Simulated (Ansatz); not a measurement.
**Cu+ with Br2: superposition error and deformation**

How much of this pair's binding is borrowed basis, and how much do the fragments pay to take the shapes they have in the pair?

Program: Ansatz 0.2.0, Gaussian basis. Level of theory: PBE0-D4 structures, single points in def2-TZVPPD. These are calculated values, not measurements.

Levels: PBE-D4, revPBE-D4, BLYP-D4, r2SCAN-D4, B97M-V, PBE0-D4, B3LYP-D4, HSE06-D4, wB97X-V, wB97M-V, B2PLYP, Hartree-Fock, MP2, CCSD, CCSD(T).

Cores are frozen in the correlated methods. The 3s and 3p shells of Cu and Zn are frozen; filled d shells are correlated. B3LYP uses VWN-RPA correlation. B2PLYP carries no dispersion term here.

129 further runs of the same task are left out: 129 set aside as unsound or not needed.

## (1) Where the work starts

The relaxed pair: 3 atoms, charge 1, spin multiplicity 1.

Atoms are counted from 1 here; the program's logs count them from 0.

Bond lengths: Cu1–Br2 2.338 Å, Br2–Br3 2.297 Å. Angles: Cu1–Br2–Br3 98.7°.

As a file:

```
Cu   -0.0074   -0.0779   -1.8361
Br   -0.0901   -0.9450    0.3334
Br    0.0975    1.0229    1.5026
```

Atoms 1 to 1 are fragment A (Cu+), the rest fragment B (Br2). From earlier runs, pair energy (eV) and counterpoise interaction (kJ/mol):

```
      method        E(pair)  interaction
      PBE-D4  -184698.52843      -168.66
   revPBE-D4  -184711.59793      -154.63
     BLYP-D4  -184730.39994      -164.56
   r2SCAN-D4  -184724.67580      -162.32
      B97M-V  -184691.40880      -155.46
     PBE0-D4  -184703.31395      -138.69
    B3LYP-D4  -184728.98839      -142.40
    HSE06-D4  -184703.49676      -138.34
     wB97X-V  -184708.81091      -126.98
     wB97M-V  -184715.89126      -126.94
      B2PLYP  -184697.66866      -124.40
Hartree-Fock  -184589.26244       -55.38
         MP2  -184617.09912      -110.04
     CCSD(T)  -184616.67701      -103.82
```

First each fragment is run alone in its own basis, frozen in the shape it has in the pair (a, b).

## (2) wB97X-V/def2-TZVPPD

Input file a/in.yaml:

```yaml
crystal:
  periodic: [false, false, false]
  atoms:
    - {symbol: Cu, position_ang: [-0.007424, -0.077860, -1.836057]}
basis:
  gaussian: {orbitals: "def2-TZVPPD.json"}
total_charge: 1
hamiltonian: {xc: {name: wB97X-V}}
```

Input file b/in.yaml:

```yaml
crystal:
  periodic: [false, false, false]
  atoms:
    - {symbol: Br, position_ang: [-0.090124, -0.945037, 0.333433]}
    - {symbol: Br, position_ang: [0.097548, 1.022897, 1.502623]}
basis:
  gaussian: {orbitals: "def2-TZVPPD.json"}
hamiltonian: {xc: {name: wB97X-V}}
```

The basis file named in the input lies beside it (Basis Set Exchange, JSON).

The same command starts each run, in its folder.

Launch:

```bash
$ ansatz run in.yaml --threads 4 --pin off --events-out ev --progress --plain --max-ram 9574MiB
```

Log of a:

```text
Functional definition: wB97X-V
  name "wB97X-V"
  cite "Mardirossian & Head-Gordon, Phys. Chem. Chem. Phys. 16, 9904 (2014) doi:10.1039/C3CP54374A"
  cite "Becke, J. Chem. Phys. 107, 8554 (1997) doi:10.1063/1.475007"
  cite "Vydrov & Van Voorhis, J. Chem. Phys. 133, 244103 (2010) doi:10.1063/1.3521275"
  parameter omega = 0.3/bohr
  parameter cx = 0.167
  parameter cx1 = 0.603
  parameter cx2 = 1.194
  parameter css0 = 0.556
  parameter css1 = -0.257
  parameter cos0 = 1.219
  parameter cos1 = -1.850
  parameter b = 6.0
  parameter c = 0.01
  exchange = spin_sum(e_x_unif_sr(omega)*poly(b97_u_x, 1 - cx, cx1, cx2)) + cx*exact_x_sr(omega) + exact_x_lr(omega)
  correlation = spin_sum(e_c_pw_same_spin*poly(b97_u_same, css0, css1))
      + integral(e_c_pw_opposite_spin*poly(b97_u_opposite, cos0, cos1)) + vv10(b, c)
553 factors; their error is unknown
76 factors; integrals over basis functions are off by at most 9.5e-5 eV
mean field evaluation 1: about -44597.6896 eV, gradient 2.1e2 eV
mean field evaluation 2: about -43801.8782 eV, gradient 6.3e2 eV
mean field evaluation 4: about -44626.8767 eV, gradient 4.0e1 eV
mean field evaluation 8: about -44627.9285 eV, gradient 4.9e-2 eV
mean field evaluation 16: about -44627.9285 eV, gradient 1.9e-6 eV
mean field -44627.92849578 eV, -1640.0461223234 hartree, gradient 1.9e-6 eV, S^2 0.000000; 0 other end points of the search recorded, 0 dependent functions left out
reference -44627.92849419 eV, -1640.0461222651 hartree; 14, 14 occupied and 53, 53 virtual orbitals, 553 factors
Total energy: -44627.92849419 eV, -1640.0461222651 hartree
```

Output in b, cut to the lines that bear on the results:

```text
[... 5 set-up lines as earlier in the session ...]
[...]
      + integral(e_c_pw_opposite_spin*poly(b97_u_opposite, cos0, cos1)) + vv10(b, c)
912 factors; their error is unknown
149 factors; integrals over basis functions are off by at most 1.4e-4 eV
[...]
mean field -140079.54936530 eV, -5147.8284898458 hartree, gradient 8.2e-6 eV, S^2 0.000000; 0 other end points of the search recorded, 0 dependent functions left out
reference -140079.54936330 eV, -5147.8284897725 hartree; 35, 35 occupied and 79, 79 virtual orbitals, 912 factors
Total energy: -140079.54936330 eV, -5147.8284897725 hartree
```

Wall times: 0.4 s (a), 1.1 s (b) on 4 threads of Intel Xeon 6975P-C, shared host.

## (3) wB97M-V/def2-TZVPPD

Each input of step 2 (a, b) changes in the same lines:

```diff
-hamiltonian: {xc: {name: wB97X-V}}
+hamiltonian: {xc: {name: wB97M-V}}
```

One command serves all of them, each in its own folder.

Launch:

```bash
$ ansatz run in.yaml --threads 4 --pin off --events-out ev --progress --plain --max-ram 9574MiB
```

Output in a, cut to the lines that bear on the results:

```text
Functional definition: wB97M-V
  name "wB97M-V"
  cite "Mardirossian & Head-Gordon, J. Chem. Phys. 144, 214110 (2016) doi:10.1063/1.4952647"
[... 2 set-up lines as earlier in the session ...]
  # Of w^i u^j: cxij and so on, Table III.
[...]
  gx(w, u) = 1 - cx + cx01*u + cx10*w
  gss(w, u) = css00 + css04*u^4 + css10*w + css20*w^2 + css43*w^4*u^3
  gos(w, u) = cos00 + cos10*w + (cos20 + cos21*u)*w^2 + (cos60 + cos61*u)*w^6
[...]
      + integral(e_c_pw_mod_opposite_spin*gos(b97_w_opposite, b97_u_opposite)) + vv10(b, c)
553 factors; their error is unknown
76 factors; integrals over basis functions are off by at most 9.5e-5 eV
[...]
mean field -44629.92506603 eV, -1640.1194949268 hartree, gradient 5.5e-5 eV, S^2 0.000000; 0 other end points of the search recorded, 0 dependent functions left out
reference -44629.92510447 eV, -1640.1194963396 hartree; 14, 14 occupied and 53, 53 virtual orbitals, 553 factors
Total energy: -44629.92510447 eV, -1640.1194963396 hartree
```

Output in b, cut to the lines that bear on the results:

```text
[... 5 set-up lines as earlier in the session ...]
  # Of w^i u^j: cxij and so on, Table III.
[...]
  gx(w, u) = 1 - cx + cx01*u + cx10*w
  gss(w, u) = css00 + css04*u^4 + css10*w + css20*w^2 + css43*w^4*u^3
  gos(w, u) = cos00 + cos10*w + (cos20 + cos21*u)*w^2 + (cos60 + cos61*u)*w^6
[...]
      + integral(e_c_pw_mod_opposite_spin*gos(b97_w_opposite, b97_u_opposite)) + vv10(b, c)
898 factors; their error is unknown
149 factors; integrals over basis functions are off by at most 1.4e-4 eV
[...]
mean field -140084.63503951 eV, -5148.0153849260 hartree, gradient 8.3e-6 eV, S^2 0.000000; 0 other end points of the search recorded, 0 dependent functions left out
reference -140084.63509547 eV, -5148.0153869824 hartree; 35, 35 occupied and 79, 79 virtual orbitals, 898 factors
Total energy: -140084.63509547 eV, -5148.0153869824 hartree
```

Times: 0.5 s (a), 1.3 s (b) on 4 threads of Intel Xeon 6975P-C, shared host.

## (4) B2PLYP/def2-TZVPPD

a/in.yaml: that of step 3 with these lines changed.

```diff
@@ -7,2 +7,3 @@
 total_charge: 1
-hamiltonian: {xc: {name: wB97M-V}}
+hamiltonian: {xc: {name: B2PLYP}}
+correlation: {frozen_orbitals: {Cu: 9}}
```

b/in.yaml: that of step 3 with these lines changed.

```diff
@@ -7,2 +7,2 @@
   gaussian: {orbitals: "def2-TZVPPD.json"}
-hamiltonian: {xc: {name: wB97M-V}}
+hamiltonian: {xc: {name: B2PLYP}}
```

The same command starts each run, in its folder.

Launch:

```bash
$ ansatz run in.yaml --threads 4 --pin off --events-out ev --progress --plain --max-ram 9574MiB
```

Log of a, cut to the lines that bear on the results:

```text
Functional definition: B2PLYP
  name "B2PLYP"
  cite "Grimme, J. Chem. Phys. 124, 034108 (2006) doi:10.1063/1.2148954"
  cite "Becke, Phys. Rev. A 38, 3098 (1988) doi:10.1103/PhysRevA.38.3098"
  cite "Lee, Yang & Parr, Phys. Rev. B 37, 785 (1988) doi:10.1103/PhysRevB.37.785"
[...]
466 factors; integrals over basis functions are off by at most 1.4e-4 eV
[...]
mean field -44620.83074562 eV, -1639.7852848161 hartree, gradient 3.5e-6 eV, S^2 0.000000; 0 other end points of the search recorded, 0 dependent functions left out
9 core orbitals not correlated: weight in the atoms' cores, before any rotation towards them, 1.000 or more for the frozen orbitals, at most 0.000 for the correlated occupied ones
reference -44620.83084023 eV, -1639.7852882931 hartree; 5, 5 occupied and 53, 53 virtual orbitals, 466 factors
second order -14.37753326 eV of doubles, -0.00000000 eV of singles
Total energy: -44624.71277421 eV, -1639.9279467357 hartree
```

b printed, cut to the lines that bear on the results:

```text
[... 5 set-up lines as earlier in the session ...]
[...]
725 factors; integrals over basis functions are off by at most 8.5e-4 eV
[...]
mean field -140066.83068868 eV, -5147.3610871011 hartree, gradient 1.0e-6 eV, S^2 0.000000; 0 other end points of the search recorded, 0 dependent functions left out
18 core orbitals not correlated: weight in the atoms' cores, before any rotation towards them, 1.000 or more for the frozen orbitals, at most 0.000 for the correlated occupied ones
reference -140066.83082011 eV, -5147.3610919312 hartree; 17, 17 occupied and 79, 79 virtual orbitals, 725 factors
second order -17.76481867 eV of doubles, -0.00000000 eV of singles
Total energy: -140071.62732115 eV, -5147.5373600933 hartree
```

Wall times: 0.35 s (a), 0.85 s (b) on 4 threads of Intel Xeon 6975P-C, shared host.

## (5) B97M-V/def2-TZVPPD

a/in.yaml: that of step 4 with these lines changed.

```diff
@@ -7,3 +7,2 @@
 total_charge: 1
-hamiltonian: {xc: {name: B2PLYP}}
-correlation: {frozen_orbitals: {Cu: 9}}
+hamiltonian: {xc: {name: B97M-V}}
```

b/in.yaml: that of step 4 with these lines changed.

```diff
@@ -7,2 +7,2 @@
   gaussian: {orbitals: "def2-TZVPPD.json"}
-hamiltonian: {xc: {name: B2PLYP}}
+hamiltonian: {xc: {name: B97M-V}}
```

Each run has its own folder and the same command.

Launch:

```bash
$ ansatz run in.yaml --threads 4 --pin off --events-out ev --progress --plain --max-ram 9574MiB
```

Output in a, cut to the lines that bear on the results:

```text
Functional definition: B97M-V
  name "B97M-V"
  cite "Mardirossian & Head-Gordon, J. Chem. Phys. 142, 074111 (2015) doi:10.1063/1.4907719"
[... 2 set-up lines as earlier in the session ...]
  # Of w^i u^j: cxij and so on, Table III.
[...]
  gx(w, u) = cx00 + cx01*u + cx02*u^2 + (cx10 + cx11*u)*w
  gss(w, u) = css00 + css02*u^2 + css10*w + (css32*w^3 + css42*w^4)*u^2
  gos(w, u) = cos00 + cos01*u + cos03*u^3 + cos10*w + cos32*w^3*u^2
[...]
      + integral(e_c_pw_mod_opposite_spin*gos(b97_w_opposite, b97_u_opposite)) + vv10(b, c)
509 factors; their error is unknown
[...]
mean field -44622.55542175 eV, -1639.8486654948 hartree, gradient 5.7e-5 eV, S^2 0.000000; 0 other end points of the search recorded, 0 dependent functions left out
reference -44622.55546930 eV, -1639.8486672424 hartree; 14, 14 occupied and 53, 53 virtual orbitals, 509 factors
Total energy: -44622.55546930 eV, -1639.8486672424 hartree
```

Output in b, cut to the lines that bear on the results:

```text
[... 5 set-up lines as earlier in the session ...]
  # Of w^i u^j: cxij and so on, Table III.
[...]
  gx(w, u) = cx00 + cx01*u + cx02*u^2 + (cx10 + cx11*u)*w
  gss(w, u) = css00 + css02*u^2 + css10*w + (css32*w^3 + css42*w^4)*u^2
  gos(w, u) = cos00 + cos01*u + cos03*u^3 + cos10*w + cos32*w^3*u^2
[...]
      + integral(e_c_pw_mod_opposite_spin*gos(b97_w_opposite, b97_u_opposite)) + vv10(b, c)
840 factors; their error is unknown
[...]
mean field -140067.22565979 eV, -5147.3756020217 hartree, gradient 3.3e-5 eV, S^2 0.000000; 0 other end points of the search recorded, 0 dependent functions left out
reference -140067.22572910 eV, -5147.3756045687 hartree; 35, 35 occupied and 79, 79 virtual orbitals, 840 factors
Total energy: -140067.22572910 eV, -5147.3756045687 hartree
```

They took 0.4 s (a), 1.1 s (b) on 4 threads of Intel Xeon 6975P-C, shared host.

## (6) CCSD(T)/def2-TZVPPD

a/in.yaml: that of step 5 with these lines changed.

```diff
@@ -7,2 +7,2 @@
 total_charge: 1
-hamiltonian: {xc: {name: B97M-V}}
+correlation: {method: ccsd_t, frozen_orbitals: {Cu: 9}}
```

b/in.yaml: that of step 5 with these lines changed.

```diff
@@ -7,2 +7,2 @@
   gaussian: {orbitals: "def2-TZVPPD.json"}
-hamiltonian: {xc: {name: B97M-V}}
+correlation: {method: ccsd_t}
```

Each run has its own folder and the same command.

Launch:

```bash
$ ansatz run in.yaml --threads 4 --pin off --events-out ev --progress --plain --max-ram 9574MiB
```

Output in a, cut to the lines that bear on the results:

```text
Functional definition: HF
  name "HF"
  cite "Fock, Z. Phys. 61, 126 (1930) doi:10.1007/BF01340294"
  parent pbe
[...]
466 factors; integrals over basis functions are off by at most 1.4e-4 eV
[...]
mean field -44590.93228105 eV, -1638.6865365090 hartree, gradient 7.8e-7 eV, S^2 0.000000; 0 other end points of the search recorded, 0 dependent functions left out
9 core orbitals not correlated: weight in the atoms' cores, before any rotation towards them, 1.000 or more for the frozen orbitals, at most 0.000 for the correlated occupied ones
reference -44590.93228105 eV, -1638.6865365090 hartree; 5, 5 occupied and 53, 53 virtual orbitals, 466 factors
second order -12.23242520 eV of doubles, -0.00000000 eV of singles
cycle   1  -10.14848895 eV  change     2.1e0 eV  update   1.1e-1
[...]
cycle   9  -10.67504323 eV  change    9.7e-6 eV  update   1.2e-6
perturbative correction -0.35026659 eV, -0.0128720597 hartree
Total energy: -44601.95759087 eV, -1639.0917091716 hartree
```

b printed, cut to the lines that bear on the results:

```text
[... 4 set-up lines as earlier in the session ...]
[...]
725 factors; integrals over basis functions are off by at most 8.5e-4 eV
[...]
mean field -139997.74066309 eV, -5144.8220754918 hartree, gradient 4.4e-6 eV, S^2 0.000000; 0 other end points of the search recorded, 0 dependent functions left out
18 core orbitals not correlated: weight in the atoms' cores, before any rotation towards them, 1.000 or more for the frozen orbitals, at most 0.000 for the correlated occupied ones
reference -139997.74066309 eV, -5144.8220754918 hartree; 17, 17 occupied and 79, 79 virtual orbitals, 725 factors
second order -14.96840152 eV of doubles, -0.00000000 eV of singles
cycle   1  -14.90482084 eV  change    6.4e-2 eV  update   6.8e-2
[...]
cycle   8  -15.27746420 eV  change   -3.6e-5 eV  update   2.0e-5
perturbative correction -0.53534122 eV, -0.0196734268 hartree
Total energy: -140013.55346851 eV, -5145.4031853724 hartree
```

Times: 0.5 s (a), 1.6 s (b) on 4 threads of Intel Xeon 6975P-C, shared host.

## (7) Relaxing Br2 alone

Input file relax-b/in.yaml:

```yaml
crystal:
  periodic: [false, false, false]
  atoms:
    - {symbol: Br, position_ang: [-0.090124, -0.945037, 0.333433]}
    - {symbol: Br, position_ang: [0.097548, 1.022897, 1.502623]}
basis:
  gaussian: {orbitals: def2-TZVP}
hamiltonian: {xc: pbe0, dispersion: d4}
relax: {f_tol: 0.005, max_steps: 200}
```

Launch:

```bash
$ ansatz run in.yaml --threads 4 --pin off --events-out ev --progress --plain --max-ram 9574MiB
```

The program printed, cut to the lines that bear on the results:

```text
Functional definition: PBE0
  name "PBE0"
  cite "Adamo & Barone, J. Chem. Phys. 110, 6158 (1999) doi:10.1063/1.478522"
  cite "Perdew, Burke & Ernzerhof, Phys. Rev. Lett. 77, 3865 (1996) doi:10.1103/PhysRevLett.77.3865"
[... 1 set-up line as earlier in the session ...]
[...]
684 factors; integrals over basis functions are off by at most 2.6e-4 eV
[...]
mean field -140076.23371245 eV, -5147.7066418511 hartree, gradient 1.8e-5 eV, S^2 0.000000; 0 other end points of the search recorded, 0 dependent functions left out
[...]
reference -140076.23373228 eV, -5147.7066425797 hartree; 35, 35 occupied and 61, 61 virtual orbitals, 684 factors
relax step   1: F+E_penalty+E_count = -140076.26719612 eV  Δ(F+E_penalty+E_count) = +0.000e0 eV  max|allowed force component| = 2.092e-1 eV/Å  Δτ_max = 0.0000 Å  (25 SCF iters, accepted)
[...]
relax step   2: F+E_penalty+E_count = -140076.26902922 eV  Δ(F+E_penalty+E_count) = -1.833e-3 eV  max|allowed force component| = 3.975e-2 eV/Å  Δτ_max = 0.0091 Å  (32 SCF iters, accepted)
[...]
relax step   3: F+E_penalty+E_count = -140076.26909427 eV  Δ(F+E_penalty+E_count) = -6.504e-5 eV  max|allowed force component| = 1.773e-4 eV/Å  Δτ_max = 0.0014 Å  (25 SCF iters, accepted)
684 factors; integrals over basis functions are off by at most 2.6e-4 eV
[...]
mean field -140076.23559178 eV, -5147.7067109151 hartree, gradient 1.0e-5 eV, S^2 0.000000; 1 other end points of the search recorded, 0 dependent functions left out
[...]
reference -140076.23561158 eV, -5147.7067116430 hartree; 35, 35 occupied and 61, 61 virtual orbitals, 684 factors
Total energy: -140076.26911407 eV, -5147.7079428368 hartree
Atom 0 at    -0.089496    -0.938453     0.337345 Å, force     0.000017     0.000177     0.000105 eV/Å
Atom 1 at     0.096920     1.016313     1.498711 Å, force    -0.000017    -0.000177    -0.000105 eV/Å
Dipole moment:     0.000000     0.000000     0.000000 e Å
```

Wall time 2 s (4 threads of Intel Xeon 6975P-C, shared host).

Step by step:

```
step  energy from step 1 (eV)  largest force component (eV/Å)
   1                   0.0000                          0.2092
   2                  -0.0018                          0.0398
   3                  -0.0019                          0.0002
```

The bond:

```
   bond  before (Å)  after (Å)  change (Å)
Br1–Br2       2.297      2.281      -0.015
```

## (8) PBE-D4/def2-TZVPPD

Input file free-b/in.yaml:

```yaml
crystal:
  periodic: [false, false, false]
  atoms:
    - {symbol: Br, position_ang: [-0.089496, -0.938453, 0.337345]}
    - {symbol: Br, position_ang: [0.096920, 1.016313, 1.498711]}
basis:
  gaussian: {orbitals: "def2-TZVPPD.json"}
hamiltonian: {xc: pbe, dispersion: d4}
```

Launch:

```bash
$ ansatz run in.yaml --threads 4 --pin off --events-out ev --progress --plain --max-ram 9574MiB
```

The program printed:

```text
Functional definition: PBE
  name "PBE"
[... 2 set-up lines as earlier in the session ...]
  parameter kappa = 0.804
  parameter beta = 0.06672455060314922
  exchange = pbe_x(kappa = kappa, mu = beta*pi^2/3)
  correlation = pbe_c(beta = beta)
840 factors; their error is unknown
mean field evaluation 1: about -140071.3835 eV, gradient 1.3e1 eV
mean field evaluation 2: about -140071.5108 eV, gradient 7.6e0 eV
mean field evaluation 4: about -140071.5419 eV, gradient 1.8e-1 eV
mean field evaluation 8: about -140071.5378 eV, gradient 5.1e-3 eV
mean field -140071.53780520 eV, -5147.5340704426 hartree, gradient 1.6e-6 eV, S^2 0.000000; 0 other end points of the search recorded, 0 dependent functions left out
reference -140071.53785303 eV, -5147.5340722003 hartree; 35, 35 occupied and 79, 79 virtual orbitals, 840 factors
Total energy: -140071.57794820 eV, -5147.5355456709 hartree
```

Run time: 0.4 s. Hardware: 4 threads of Intel Xeon 6975P-C, shared host.

## (9) r2SCAN-D4/def2-TZVPPD

free-b/in.yaml: that of step 8 with these lines changed.

```diff
@@ -7,2 +7,2 @@
   gaussian: {orbitals: "def2-TZVPPD.json"}
-hamiltonian: {xc: pbe, dispersion: d4}
+hamiltonian: {xc: r2scan, dispersion: d4}
```

Launch:

```bash
$ ansatz run in.yaml --threads 4 --pin off --events-out ev --progress --plain --max-ram 9574MiB
```

The program printed:

```text
Functional definition: r2SCAN
  name "r2SCAN"
  cite "Furness, Kaplan, Ning, Perdew & Sun, J. Phys. Chem. Lett. 11, 8208 (2020) doi:10.1021/acs.jpclett.0c02405"
  cite "Furness, Kaplan, Ning, Perdew & Sun, J. Phys. Chem. Lett. 11, 9248 (2020) doi:10.1021/acs.jpclett.0c03077"
  parent r2scan
  parameter k0 = 0.174
  parameter k1 = 0.065
  parameter a1 = 4.9479
  exchange = r2scan_x(k0 = k0, k1 = k1, a1 = a1)
  correlation = r2scan_c
840 factors; their error is unknown
mean field evaluation 1: about -140091.5045 eV, gradient 9.1e0 eV
mean field evaluation 2: about -140091.5895 eV, gradient 4.2e0 eV
mean field evaluation 4: about -140091.5992 eV, gradient 1.9e-1 eV
mean field evaluation 8: about -140091.5880 eV, gradient 2.8e-3 eV
mean field -140091.58798221 eV, -5148.2709008574 hartree, gradient 8.0e-6 eV, S^2 0.000000; 0 other end points of the search recorded, 0 dependent functions left out
reference -140091.58799553 eV, -5148.2709013468 hartree; 35, 35 occupied and 79, 79 virtual orbitals, 840 factors
Total energy: -140091.59533431 eV, -5148.2711710419 hartree
```

It took 0.65 s on 4 threads of Intel Xeon 6975P-C, shared host.

## (10) PBE0-D4/def2-TZVPPD

free-b/in.yaml: that of step 9 with these lines changed.

```diff
@@ -7,2 +7,3 @@
   gaussian: {orbitals: "def2-TZVPPD.json"}
-hamiltonian: {xc: r2scan, dispersion: d4}
+hamiltonian: {xc: pbe0, dispersion: d4}
+output: {orbitals: {seedname: orbitals}}
```

Launch:

```bash
$ ansatz run in.yaml --threads 4 --pin off --events-out ev --progress --plain --max-ram 9574MiB
```

The program printed, cut to the lines that bear on the results:

```text
[... 5 set-up lines as earlier in the session ...]
  parameter a = 0.25
[... 2 set-up lines as earlier in the session ...]
  exchange = (1 - a)*pbe_x(kappa = kappa, mu = beta*pi^2/3) + a*exact_x
[... 1 set-up line as earlier in the session ...]
944 factors; their error is unknown
mean field evaluation 1: about -140075.5300 eV, gradient 9.3e0 eV
mean field evaluation 2: about -140075.6049 eV, gradient 5.4e0 eV
mean field evaluation 4: about -140075.6352 eV, gradient 1.6e-1 eV
mean field evaluation 8: about -140076.2720 eV, gradient 2.9e-3 eV
mean field -140076.27197189 eV, -5147.7080478596 hartree, gradient 1.3e-5 eV, S^2 0.000000; 0 other end points of the search recorded, 0 dependent functions left out
reference -140076.27200408 eV, -5147.7080490426 hartree; 35, 35 occupied and 79, 79 virtual orbitals, 944 factors
Total energy: -140076.30550657 eV, -5147.7092802364 hartree
```

Run time: 0.5 s. Hardware: 4 threads of Intel Xeon 6975P-C, shared host.

(Part 1 of 2 ends here.)
